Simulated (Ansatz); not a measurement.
# Si: the cost of one run

All numbers below are computed with Ansatz 0.2.0 (DFT PBE+D3(BJ), plane waves, PAW, scalar-relativistic, collinear spin).

### 1 The structure to begin with

The cell holds 63 atoms (Si63): a = 10.860 Å, b = 10.860 Å, c = 10.860 Å, α = 90.00°, β = 90.00°, γ = 90.00°.

Its coordinates follow in the input file.

### 2 Relaxing end A

input.yaml

```yaml
crystal:
  lattice:
    - [10.86, 0.0, 0.0]
    - [0.0, 10.86, 0.0]
    - [0.0, 0.0, 10.86]
  atoms:
    - { symbol: Si, position: [0.5038905, -0.0016378, 0.0027563] }
    - { symbol: Si, position: [0.6239026, 0.1285627, 0.1194991] }
    - { symbol: Si, position: [0.7501791, 0.2463346, 0.0005322] }
    - { symbol: Si, position: [0.8774126, 0.3810621, 0.1300572] }
    - { symbol: Si, position: [0.7500052, -0.0012992, 0.2501847] }
    - { symbol: Si, position: [0.8739456, 0.1251229, 0.3777283] }
    - { symbol: Si, position: [-0.00135, -0.0002131, -0.0012647] }
    - { symbol: Si, position: [0.1226863, 0.1216132, 0.1226147] }
    - { symbol: Si, position: [0.2483578, 0.2490422, -0.0056349] }
    - { symbol: Si, position: [0.3755029, 0.3758763, 0.1183182] }
    - { symbol: Si, position: [0.501114, 0.4966395, 0.0035549] }
    - { symbol: Si, position: [0.623011, 0.6254196, 0.12283] }
    - { symbol: Si, position: [0.7513908, 0.7528914, -0.0035823] }
    - { symbol: Si, position: [0.8761367, 0.8778977, 0.1210302] }
    - { symbol: Si, position: [0.2528092, -0.0021133, 0.2516574] }
    - { symbol: Si, position: [0.3737883, 0.1238529, 0.3723152] }
    - { symbol: Si, position: [0.4978879, 0.2522341, 0.2524995] }
    - { symbol: Si, position: [0.6249525, 0.3746847, 0.3730112] }
    - { symbol: Si, position: [0.7526228, 0.5043817, 0.2586324] }
    - { symbol: Si, position: [0.8713299, 0.6288213, 0.373738] }
    - { symbol: Si, position: [0.5005459, 0.0002256, 0.4943433] }
    - { symbol: Si, position: [0.6267819, 0.1229994, 0.6245494] }
    - { symbol: Si, position: [0.7477698, 0.2507194, 0.49739] }
    - { symbol: Si, position: [0.8768734, 0.3728297, 0.6257032] }
    - { symbol: Si, position: [0.7444347, 0.0040291, 0.752095] }
    - { symbol: Si, position: [0.8769196, 0.1283409, 0.8699388] }
    - { symbol: Si, position: [0.0009857, 0.4987293, 0.001795], spin: 1.0 }
    - { symbol: Si, position: [0.1245148, 0.62887, 0.1229387] }
    - { symbol: Si, position: [0.2498268, 0.7477858, 0.0035742] }
    - { symbol: Si, position: [0.37639, 0.8743921, 0.1276555] }
    - { symbol: Si, position: [0.0004993, 0.2493383, 0.2490078] }
    - { symbol: Si, position: [0.1282329, 0.3771903, 0.3702708] }
    - { symbol: Si, position: [0.2536131, 0.4988229, 0.2554643] }
    - { symbol: Si, position: [0.3708822, 0.623535, 0.3741804] }
    - { symbol: Si, position: [0.5020198, 0.7447739, 0.249342] }
    - { symbol: Si, position: [0.6201307, 0.8740344, 0.3714089] }
    - { symbol: Si, position: [-0.0008886, 0.0004237, 0.4980907] }
    - { symbol: Si, position: [0.1266254, 0.1248534, 0.6230085] }
    - { symbol: Si, position: [0.2494751, 0.2468519, 0.5003209] }
    - { symbol: Si, position: [0.3735854, 0.3702925, 0.6241294] }
    - { symbol: Si, position: [0.5034998, 0.4980288, 0.4980399] }
    - { symbol: Si, position: [0.6222024, 0.6297034, 0.6242279] }
    - { symbol: Si, position: [0.74674, 0.7457209, 0.4990104] }
    - { symbol: Si, position: [0.8785419, 0.8686172, 0.6266717] }
    - { symbol: Si, position: [0.2515194, -0.0028321, 0.7544766] }
    - { symbol: Si, position: [0.3702284, 0.1284347, 0.8792253] }
    - { symbol: Si, position: [0.5019132, 0.2462321, 0.756544] }
    - { symbol: Si, position: [0.6245803, 0.3746397, 0.8782245] }
    - { symbol: Si, position: [0.7471795, 0.5020505, 0.750807] }
    - { symbol: Si, position: [0.8754675, 0.6289979, 0.875598] }
    - { symbol: Si, position: [0.0022405, 0.7509181, 0.2567653] }
    - { symbol: Si, position: [0.1277457, 0.8732152, 0.3774466] }
    - { symbol: Si, position: [-0.0021159, 0.5048719, 0.5007929] }
    - { symbol: Si, position: [0.125751, 0.6227672, 0.6247811] }
    - { symbol: Si, position: [0.252023, 0.7465266, 0.5012595] }
    - { symbol: Si, position: [0.3783352, 0.8769975, 0.6203476] }
    - { symbol: Si, position: [0.0019853, 0.246451, 0.7513275] }
    - { symbol: Si, position: [0.2482888, 0.5018132, 0.7491715] }
    - { symbol: Si, position: [0.3729453, 0.6242926, 0.8756807] }
    - { symbol: Si, position: [0.5000043, 0.7502967, 0.7463717] }
    - { symbol: Si, position: [0.6248384, 0.874505, 0.8706917] }
    - { symbol: Si, position: [-0.0022359, 0.7471041, 0.7459702] }
    - { symbol: Si, position: [0.1215281, 0.8787326, 0.8791052] }
magnetization:
  spin_polarized: true
total_charge: 1
basis:
  ecutwfc: 420.0
kpoints:
  mp_grid: { grid: [1, 1, 1] }
hamiltonian:
  xc: pbe
  dispersion: d3bj
  pseudopotentials: { kind: paw, azcp: { folder: soft_1 } }
scf:
  occupations: { method: gaussian, width: 0.05 }
  lower_state_search: "off"
relax:
  f_tol: 0.03
  max_steps: 60
  adjacent_minimum: "off"
```

The run is started by

```
$ ansatz run input.yaml --threads 4 --pin off --max-ram 10240MiB --backend cpu --events-out ev --progress --plain --runs-dir out
```

**Question.** How long does this run take on 4 threads of AMD EPYC 7B13 (Zen 3), shared host, and how much memory does it need?

About 1.8 min, with a peak of 1.7 GiB.
